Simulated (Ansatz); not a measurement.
# CH5O3Y: how energies converge with the basis set

The task here is to estimate one member of a computed series from the others.

Computed with Ansatz 0.2.0, Gaussian basis. Level: one geometry, several basis sets.

The runs, in order: PBE0-D4/def2-SVP; ωB97M-V/def2-SVP; PBE0-D4/def2-QZVPP; ωB97M-V/def2-QZVPP; the functionals' def2-TZVPP values are taken from earlier runs.

## The geometry

All runs share one geometry, relaxed beforehand with PBE0-D4 in a triple-zeta def2 set. Y takes the def2 core potential; no spin-orbit term is included.

SMILES `C[O][Y]([OH])[OH]`, 10 atoms, charge 0, spin multiplicity 1.

Atoms are counted from 1 here; the program's logs count them from 0.

Bond lengths: C1–O2 1.384 Å, C1–H6 1.099 Å, C1–H7 1.098 Å, C1–H8 1.098 Å, O2–Y3 2.027 Å, Y3–O4 2.029 Å, Y3–O5 2.029 Å, O4–H9 0.952 Å, O5–H10 0.952 Å. Angles: O2–C1–H6 111.6°, O2–C1–H7 111.4°, O2–C1–H8 111.4°, H6–C1–H7 107.5°, H6–C1–H8 107.5°, H7–C1–H8 107.2°, C1–O2–Y3 179.2°, O2–Y3–O4 119.5°, O2–Y3–O5 119.5°, O4–Y3–O5 121.0°, Y3–O4–H9 179.7°, Y3–O5–H10 179.0°.

As a file:

```xyz
10
CH5O3Y
C    -1.03323    1.93635    0.26175
O    -0.39418    0.71925    0.10217
Y     0.56549   -1.04987   -0.14019
O    -0.42514   -2.78363    0.22247
O     2.50397   -1.05968   -0.74065
H    -0.37748    2.77595   -0.00662
H    -1.35365    2.08709    1.30152
H    -1.93059    2.00347   -0.36814
H    -0.88548   -3.59947    0.39184
H     3.41339   -1.08056   -1.02126
```

Set-up of the first run:

Input file in.yaml:

```yaml
crystal:
  periodic: [false, false, false]
  atoms:
    - {symbol: C, position_ang: [-1.033227, 1.936351, 0.261752]}
    - {symbol: O, position_ang: [-0.394183, 0.719249, 0.102168]}
    - {symbol: Y, position_ang: [0.565490, -1.049872, -0.140187]}
    - {symbol: O, position_ang: [-0.425143, -2.783635, 0.222469]}
    - {symbol: O, position_ang: [2.503968, -1.059677, -0.740655]}
    - {symbol: H, position_ang: [-0.377481, 2.775951, -0.006615]}
    - {symbol: H, position_ang: [-1.353648, 2.087091, 1.301521]}
    - {symbol: H, position_ang: [-1.930589, 2.003470, -0.368139]}
    - {symbol: H, position_ang: [-0.885476, -3.599469, 0.391844]}
    - {symbol: H, position_ang: [3.413389, -1.080560, -1.021257]}
basis:
  gaussian: {orbitals: def2-SVP}
hamiltonian: {xc: pbe0, dispersion: d4}
output: {orbitals: {seedname: orbitals}}
```

Started as:

```
> ansatz run in.yaml --threads 4 --pin off --events-out ev --progress --plain --max-ram 10444MiB
```

Steps of the session up to this table: PBE0-D4 in def2-SVP; ωB97M-V in def2-SVP; PBE0-D4 in def2-QZVPP; ωB97M-V in def2-QZVPP.

One of the session's tables, all rows but one given; the rest of the session is left out.

It belongs to the step «Functionals by basis». 

| functional | basis | HOMO (eV) | LUMO (eV) |
| --- | --- | --- | --- |
| PBE0-D4 | def2-SVP | -7.08 | -1.27 |
| PBE0-D4 | def2-TZVPP | -7.28 | -1.36 |
| PBE0-D4 | def2-QZVPP | -7.31 | -1.37 |
| ωB97M-V | def2-SVP | -9.47 | 0.02 |
| ωB97M-V | def2-TZVPP | ? | ? |
| ωB97M-V | def2-QZVPP | -9.72 | -0.25 |

**Question.** Estimate the row for ωB97M-V, def2-TZVPP.

As computed: HOMO (eV): -9.69; LUMO (eV): -0.16. In the column «HOMO (eV)» it lies between ωB97M-V, def2-QZVPP (-9.72) and ωB97M-V, def2-SVP (-9.47).
